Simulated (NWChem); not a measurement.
# C2H5ClSi (SMILES ClC1C[SiH2]1) at HF/3-21G

Aim: the energy change on altering one bond length of C2H5ClSi at HF/3-21G, from 2 runs. 

Program for the calculation: NWChem 7.3.0.

4 further runs of the same task are left out: 4 set aside as unsound or not needed. Runs told in other sessions of the task aren't counted.

## Step 1: The molecule

The species is C2H5ClSi (9 atoms), meant as a singlet with charge 0. SMILES: `ClC1C[SiH2]1`. The coordinates come from a PBE0-D4/def2-TZVP relaxation.

Bond lengths: Cl1–C2 1.761 Å, C2–C3 1.532 Å, C2–Si4 1.855 Å, C3–Si4 1.853 Å, C2–H5 1.084 Å, C3–H6 1.086 Å, C3–H7 1.085 Å, Si4–H8 1.475 Å, Si4–H9 1.478 Å. Some angles: Cl1–C2–C3 117.2°, Cl1–C2–Si4 122.4°, C3–C2–Si4 65.5°, C2–C3–Si4 65.7°, C2–Si4–C3 48.8°, Cl1–C2–H5 110.3°, C3–C2–H5 115.4°, Si4–C2–H5 119.3°, C2–C3–H6 115.0°, C2–C3–H7 116.2°.

## Step 2: Energy and forces at HF/3-21G

Input file c2h5clsi.xyz:

```xyz
9
C2H5ClSi gradient
Cl    -0.610200    -0.416600    -2.254300
C     -0.442600     0.373500    -0.689900
C      0.930400     0.305100    -0.014300
Si    -0.417500    -0.575100     0.903900
H     -0.899600     1.356600    -0.714500
H      1.659300    -0.322300    -0.518200
H      1.345700     1.248900     0.324100
H     -0.452800    -2.048100     0.838700
H     -1.023900     0.031800     2.107300
```

Input file run.py:

```python
from ase.io import read
from ase.calculators.nwchem import NWChem

atoms = read('c2h5clsi.xyz')

calc = NWChem(
    label='c2h5clsi',
    theory='scf',
    memory='2200 mb',
    basis='3-21G',
    basispar='spherical bse',
    scf={'nopen': '0', 'rhf': None, 'thresh': '1e-08', 'maxiter': '80'},
)
atoms.calc = calc

forces = atoms.get_forces()
print("Total energy (eV):", round(atoms.get_potential_energy(), 6))
print("forces (eV/A):")
for s, f in zip(atoms.symbols, forces):
    print(f"{s:2s} {f[0]:10.5f} {f[1]:10.5f} {f[2]:10.5f}")
print("dipole (e A):", atoms.get_dipole_moment().round(4))
```

Started as:

```
$ export ASE_NWCHEM_COMMAND="nwchem PREFIX.nwi > PREFIX.nwo"
$ python run.py
```

Log:

```text
Total energy (eV): -22390.678881
forces (eV/A):
Cl   -0.18142   -0.95234   -1.90267
C    -0.43220    1.75432    1.15859
C     1.35806    0.42937   -0.30529
Si   -0.60236   -0.76974    1.10018
H     0.22708   -0.42022   -0.01918
H    -0.20949    0.25665    0.12948
H    -0.13910   -0.31517   -0.11781
H    -0.02000    0.05245    0.00674
H    -0.00057   -0.03528   -0.04998
dipole (e A): [0.0807 0.1262 0.5431]
```

The calculator wrote c2h5clsi.nwi:

```
title "c2h5clsi"

permanent_dir c2h5clsi

scratch_dir c2h5clsi

start c2h5clsi

geometry units angstrom nocenter noautosym noautoz
  Cl -6.1019999999999996e-01 -4.1660000000000003e-01 -2.2543000000000002e+00
  C  -4.4259999999999999e-01 3.7350000000000000e-01 -6.8989999999999996e-01
  C  9.3040000000000000e-01 3.0509999999999998e-01 -1.4300000000000000e-02
  Si -4.1749999999999998e-01 -5.7509999999999994e-01 9.0390000000000004e-01
  H  -8.9959999999999996e-01 1.3566000000000000e+00 -7.1450000000000002e-01
  H  1.6593000000000000e+00 -3.2229999999999998e-01 -5.1819999999999999e-01
  H  1.3456999999999999e+00 1.2488999999999999e+00 3.2410000000000000e-01
  H  -4.5279999999999998e-01 -2.0480999999999998e+00 8.3870000000000000e-01
  H  -1.0239000000000000e+00 3.1800000000000002e-02 2.1073000000000000e+00
end

memory 2200 mb

basis spherical bse noprint
   * library 3-21G
end

scf
  nopen 0
  rhf
  thresh 1e-08
  maxiter 80
end

task scf gradient
```

c2h5clsi.nwo:

```text
Northwest Computational Chemistry Package (NWChem) 7.3.0
             --------------------------------------------------------

           Job information
           ---------------

    nwchem branch   = 7.3.0
    use scalapack   = T
    input           = c2h5clsi.nwi
    prefix          = c2h5clsi.
    data base       = c2h5clsi/c2h5clsi.db
    status          = startup
    nproc           =        1

           Memory information
           ------------------

    heap     =     72089600 doubles =      550.0 Mbytes
    stack    =     72089597 doubles =      550.0 Mbytes
    global   =    144179200 doubles =     1100.0 Mbytes (distinct from heap & stack)
    total    =    288358397 doubles =     2200.0 Mbytes
    verify   = yes
    hardfail = no

           Directory information
           ---------------------

  0 permanent = c2h5clsi
  0 scratch   = c2h5clsi

                                NWChem Input Module
                                -------------------

                                     c2h5clsi
                                     --------

 Scaling coordinates for geometry "geometry" by  1.889725989
 (inverse scale =  0.529177249)

                             Geometry "geometry" -> ""
                             -------------------------

[... 20 lines left out ...]
            Nuclear Dipole moment (a.u.)
[... 101 lines left out ...]
         Quadratically convergent ROHF
[... 1 line left out ...]
 Convergence threshold     :          1.000E-08
[... 1 line left out ...]
 Final Fock-matrix accuracy:          1.000E-10
[... 10 lines left out ...]
       Final RHF  results
[... 2 lines left out ...]
         Total SCF energy =   -822.842278630651
      One-electron energy =  -1538.440038785320
      Two-electron energy =    513.584838501706
 Nuclear repulsion energy =    202.012921652964
[... 3 lines left out ...]
             Final eigenvalues
[... 38 lines left out ...]
                       ROHF Final Molecular Orbital Analysis
[... 208 lines left out ...]
    9 H    1     1.18   0.42  0.76

       Multipole analysis of the density wrt the origin
       ------------------------------------------------

     L   x y z        total         open         nuclear
     -   - - -        -----         ----         -------
     0   0 0 0     -0.000000      0.000000     48.000000

     1   1 0 0      0.152469      0.000000    -23.929411
[... 8 lines of this table left out ...]
     2   0 0 2    -33.984549      0.000000    381.087805

                              NWChem Gradients Module
                              -----------------------

                                     c2h5clsi

  wavefunction    =   RHF

                         RHF ENERGY GRADIENTS

    atom               coordinates                        gradient
                 x          y          z           x          y          z
   1 Cl     -1.153111  -0.787260  -4.260009    0.003528   0.018520   0.037001
   2 C      -0.836393   0.705813  -1.303722    0.008405  -0.034116  -0.022531
   3 C       1.758201   0.576555  -0.027023   -0.026410  -0.008350   0.005937
[... 5 lines of this table left out ...]
   9 H      -1.934890   0.060093   3.982220    0.000011   0.000686   0.000972

                 ----------------------------------------
                 |  Time  |  1-e(secs)   |  2-e(secs)   |
                 ----------------------------------------
                 |  CPU   |       0.00   |       0.42   |
                 ----------------------------------------
                 |  WALL  |       0.00   |       0.42   |
                 ----------------------------------------

 Task  times  cpu:        2.2s     wall:        2.2s
 Total times  cpu:        2.2s     wall:        2.2s
```

It took 3.3 s on 1 thread of AMD EPYC 9R45 (Zen 5), shared host; peak memory 0.1 GiB.

## Step 3: The distorted shape: the energy at HF/3-21G

Input file work.nw:

```
start work
memory 2200 mb

geometry noautosym nocenter noautoz
 Cl    -0.473113    -0.711503    -2.246921
 C     -0.305513     0.078597    -0.682521
 C      1.067487     0.010197    -0.006921
 Si    -0.280413    -0.870003     0.911279
 H     -0.899600     1.356600    -0.714500
 H      1.796387    -0.617203    -0.510821
 H      1.482787     0.953997     0.331479
 H     -0.315713    -2.343003     0.846079
 H     -0.886813    -0.263103     2.114679
end

basis spherical bse
 * library 3-21G
end

scf
 thresh 1e-08
 maxiter 80
end

task scf
```

Started as:

```
$ nwchem work.nw > work.out
```

Log:

```text
[...]
  functions       =    54
[...]
  wavefunction    = RHF
[...]
         Total SCF energy =   -822.797583062308
      One-electron energy =  -1535.444379315167
      Two-electron energy =    512.124366591075
 Nuclear repulsion energy =    200.522429661785
        Time for solution =      1.6s
[...]
```

It took 2.1 s on 1 thread of AMD EPYC 9R45 (Zen 5), shared host; peak memory 0.099 GiB.

## Step 4: Outcome

Level: HF/3-21G.

```
                                                         quantity          value
                                        first shape: total energy  -822.84228 Eh
                                       first shape: dipole moment         2.71 D
                                         first shape: HOMO energy       -9.77 eV
                                         first shape: LUMO energy        3.49 eV
                                       first shape: HOMO–LUMO gap       13.26 eV
                            first shape: largest force on an atom     2.146 eV/Å
                                    distorted shape: total energy  -822.79758 Eh
                                   distorted shape: dipole moment         2.71 D
                                     distorted shape: HOMO energy       -9.70 eV
                                     distorted shape: LUMO energy        3.36 eV
                                   distorted shape: HOMO–LUMO gap       13.05 eV
energy change with the C2–H5 bond stretched from 1.084 to 1.410 Å       1.216 eV
```

With the C2–H5 bond stretched from 1.084 to 1.410 Å the energy rises by 1.22 eV (28 kcal/mol). The first shape isn't relaxed at this level, so the change isn't measured from a minimum. The largest force (first shape) is 2.15 eV/Å: the shape isn't a stationary point for this species at this level. Mulliken charges (distorted shape) run from -0.79 on C3 to +1.12 on Si4.
